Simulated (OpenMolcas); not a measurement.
# Re⁶⁺ among point charges: CASSCF and CASPT2 levels and susceptibility

Aim: the splitting of the states of Re⁶⁺ in the field of 4 point charges, its lowest levels with spin-orbit coupling and its magnetic susceptibility.

Program: OpenMolcas 26.06. Level of theory: state-averaged CASSCF and CASPT2, spin-orbit coupling by RASSI with atomic mean-field integrals. These are calculated values, not measurements, unless marked.

## 1. The atom as given

* Species: Re⁶⁺ (rhenium, Z = 75, 69 electrons)
* Basis: ANO-RCC-VDZP [7s6p4d2f1g], 68 functions
* Scalar Hamiltonian: DKH2, point nucleus
* Inactive shells: 1s 2s 2p 3s 3p 3d 4s 4p 4d 4f 5s 5p
* Active space: 1 electron in 5 orbitals (5d)
* Some configurations of this space: 5d
* Orbitals: optimised for each spin and parity, averaged over all roots

Outer shells as boxes (Hund's rule):

5d
```
5d [↑ ][  ][  ][  ][  ]
```

The ion sits among 4 point charges of -2 e arranged as a square (D4h), 2.26 Å from the ion.

Each step is its own input file, run in one work folder so that later steps find the files of earlier ones. Labels, J, g values, rates, χT and fits are worked out afterwards by a script from the matrices that RASSI stores. The input lists half of the charges; inversion (Group=XYZ) makes the rest.

## 2. Basis and integrals

The input, a.inp:

```
&GATEWAY
Coord
1

Re 0.0 0.0 0.0
Basis=ANO-RCC-VDZP
Group=XYZ
NoMove
AngMom=0.0 0.0 0.0
AMFI
XField
2 Angstrom 0
2.260000 0.000000 0.000000 -2.000000
0.000000 2.260000 0.000000 -2.000000
&SEWARD
```

Launch:

```sh
$ OMP_NUM_THREADS=1 MOLCAS_MEM=1689 MOLCAS_PROJECT=a pymolcas a.inp > a.log
```

## 3. CASSCF: doublets of even parity, 5 roots

The input, a.inp:

```
&RASSCF
FileOrb=start.orb
Symmetry=1
Spin=2
nActEl=1 0 0
Inactive=15 19
Ras2=5 0
CIRoot=5 5 1
SDav=5
CIMx=300
Iter=120 100
PrWF=0.3
OrbListing=Nothing
MaxOrb=0
>>> COPY $Project.JobIph JOB001
```

start.orb holds the contracted functions of the basis, ordered by shell, or the orbitals of the step before.

## 4. RASSI: spin-orbit coupling between the states

The input, a.inp:

```
&RASSI
NrOfJobIphs=1 5
1 2 3 4 5
IphNames
JOB001
EJob
SpinOrbit
DIPRint=1.0
SOCoupling=1000.0
Subsets=2
Property=9
'ANGMOM' 1 'ANGMOM' 2 'ANGMOM' 3 'MLTPL  1' 1 'MLTPL  1' 2 'MLTPL  1' 3
'AMFI' 1 'AMFI' 2 'AMFI' 3
SOProperty=3
'ANGMOM' 1 'ANGMOM' 2 'ANGMOM' 3
```

## 5. CASPT2: IPEA 0.25, imaginary shift 0.1 (closed shells correlated: 5s 5p)

The input, a.inp:

```
>>> COPY JOB001 $Project.JobIph
&CASPT2
Multistate=5 1 2 3 4 5
NoMult
Frozen=14 16
IPEA=0.25
Imaginary=0.1
MaxIter=60
WThr=0.0 0.3 0.05
PrWF=0.5
NoMix
```

(Steps that only read results are left out.)

Before running it: what results should come out? Wanted: spin-free ground state; first state of the same spin within the active space; lowest level; next level.

The runs gave:

```
                                            quantity                                                                        value
                                              method  SS-CASPT2, IPEA 0.25, imaginary shift 0.1 (closed shells correlated: 5s 5p)
                              spin-free ground state                                              2A1, 1-fold in its orbital part
first state of the same spin within the active space                                                              2E at 3230 cm⁻¹
                                        lowest level                                            2-fold E1/2, g = 1.07, 1.36, 1.36
                                          next level                                                                  8034.6 cm⁻¹
                                         χT at 300 K                                                               0.16 cm³ K/mol
                           effective moment at 300 K                                                                      1.13 μB
```

Cost by method:

```tsv
method	time of its own steps	time with the reference
A. CASSCF	1.8 s	1.8 s
B. SS-CASPT2, IPEA 0.25, imaginary shift 0.1, +5s 5p	0.62 s	2.4 s
```

Times are of one thread on a shared host.

In words: The spin-free ground state (2A1) comes to 100 % from free-ion D terms and keeps the highest spin of the shell. χT at 300 K is 0.16, against 0.38 cm³ K/mol for the spin alone, so orbital moment lowers it. The field of point charges can differ much from that of real complexes. This is an electrostatic model: the charges have no orbitals.
